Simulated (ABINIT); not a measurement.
The system is LiSiP.

```xyz
3
Lattice="2.0288 -2.1599 0.0000 2.0288 2.1599 0.0000 0.0000 0.0000 5.4450" Properties=species:S:1:pos:R:3 pbc="T T T"
Li    2.0288    0.0000    2.7225
Si    2.0288    0.0000    0.0000
P     0.0000    0.0000    0.0000
```

The cell was built by a generator and needn't be a form met in nature.

Base run:

```yaml
Program: ABINIT 10.8.3 (patched build)
Functional: PBE
Potentials_or_basis: PseudoDojo NC SR PBE v0.4 stringent
Cutoff: 1306 eV
k_mesh: 7 × 7 × 4
Occupations: fermi-dirac, width 0.05 eV
Spin: no spin polarisation
```

Its results: band gap on the k mesh none (metal or under the smearing width); pressure 33.5 GPa.

Task: The run is repeated on the same cell with these changes: functional from PBE to PBEsol; potentials or basis from PseudoDojo NC SR PBE v0.4 stringent to PseudoDojo NC SR PBEsol v0.4.1 standard; cutoff from 1306 eV to 898 eV. What comes out?

Result: Band gap on the k mesh none (metal or under the smearing width); pressure 31.5 GPa.

Caveats: a pressure of tens of GPa on the cell as given is suspect, and the run, the potentials or the cell itself is likely at fault.

Not every run made on this cell is shown here.
